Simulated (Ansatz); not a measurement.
**H2Br (doublet): the correlation ladder at distance H1–H2 along a hydrogen transfer = 0.831 Å, 6-31G**

Aim: climb from Hartree-Fock through coupled cluster and multireference methods for H2Br (doublet) at one geometry and basis, and see what each rung misses.

Method: 6-31G, core rule «outside noble gas», up to 14 orbitals frozen; program: Ansatz 0.2.0, Gaussian basis.

Plan: UHF; CCSD(T) on ROHF; CCSD(T) on UHF; BCCD(T) on ROHF; CISD; CCSDT(Q) on ROHF; CCSDT(Q) on UHF; CASSCF and MRCISD+Q, 3 electrons in 3 orbitals; CASSCF and NEVPT2, 3 electrons in 3 orbitals; CASSCF and MRCISD+Q, 9 electrons in 6 orbitals; CASSCF and NEVPT4(SD), 9 electrons in 6 orbitals; CASSCF and NEVPT2, 9 electrons in 6 orbitals; Full CI.

8 further runs of the same task are left out: 8 that didn't finish.

### Step 1. The geometry

The geometry derives from fragments relaxed apart (PBE0/def2-TZVP) and kept rigid, so it is no stationary point. A hydrogen atom is moved between rigid fragments. No spin-orbit coupling is included. The filled d shell of Br may be among the frozen orbitals whatever the setting's name suggests; the logs give the count.

3 atoms, charge 0, spin multiplicity 2.

Atoms are counted from 1 here; the program's logs count them from 0.

Bond lengths: H1–H2 0.831 Å.

### Step 2. UHF

Input file in.yaml:

```yaml
crystal:
  periodic: [false, false, false]
  atoms:
    - {symbol: H, position_ang: [0.000000, 0.000000, -1.236667]}
    - {symbol: H, position_ang: [0.000000, 0.000000, -0.405667]}
    - {symbol: Br, position_ang: [0.000000, 0.000000, 1.642333]}
basis:
  gaussian: {orbitals: 6-31G}
magnetization: {spin_polarized: true, initial_magnetization: 1}
hamiltonian: {xc: hf}
output: {orbitals: {seedname: orbitals}}
```

On the command line:

```bash
$ ansatz run in.yaml --threads 1 --pin off --events-out ev --progress --plain --max-ram 2393MiB
```

After this run come: CCSD(T) on ROHF; CCSD(T) on UHF; BCCD(T) on ROHF; CISD; CCSDT(Q) on ROHF; CCSDT(Q) on UHF; CASSCF and MRCISD+Q, 3 electrons in 3 orbitals; CASSCF and NEVPT2, 3 electrons in 3 orbitals; CASSCF and MRCISD+Q, 9 electrons in 6 orbitals; CASSCF and NEVPT4(SD), 9 electrons in 6 orbitals; CASSCF and NEVPT2, 9 electrons in 6 orbitals; Full CI.

Q: Predict the results of all the runs planned. Wanted: FCI below the RHF energy; RMP2 from FCI; UMP2 from FCI; RCCSD from FCI; RCCSD(T) from FCI; UCCSD(T) from FCI; RCCSDT(Q) from FCI; UCCSDT(Q) from FCI; NEVPT2 pair from FCI.

The runs gave:

| quantity | value |
| --- | --- |
| FCI below the RHF energy | -1.6827 eV |
| RMP2 from FCI | +9.25 kcal/mol |
| UMP2 from FCI | +8.99 kcal/mol |
| RCCSD from FCI | +0.35 kcal/mol |
| RCCSD(T) from FCI | +0.05 kcal/mol |
| UCCSD(T) from FCI | +0.05 kcal/mol |
| RCCSDT(Q) from FCI | 0.00 kcal/mol |
| UCCSDT(Q) from FCI | -0.01 kcal/mol |
| NEVPT2 pair from FCI | +4.99 kcal/mol |
| MRCISD+Q pair from FCI | +0.36 kcal/mol |
| NEVPT2 valence from FCI | +7.03 kcal/mol |
| levels within 1 kcal/mol (43 meV) | RCCSD, UCCSD, RCCSD(T), UCCSD(T), BCCD(T), RCCSDT, UCCSDT, RCCSDT(Q), UCCSDT(Q), MRCISD pair, MRCISD+Q pair, MRCISD valence, MRCISD+Q valence |
| T1 diagnostic | 0.015 |
| effectively unpaired electrons | 1.01 |

RCCSD(T) misses by +0.05 kcal/mol, 0.1 % of the correlation energy. One determinant dominates. Of the multireference levels listed MRCISD+Q valence comes nearest in total energy (+0.35 kcal/mol), which doesn't show that its space is the better one. These misses are within one basis, not against nature; the frozen cores of restricted and unrestricted runs differ, which can shift their rows.
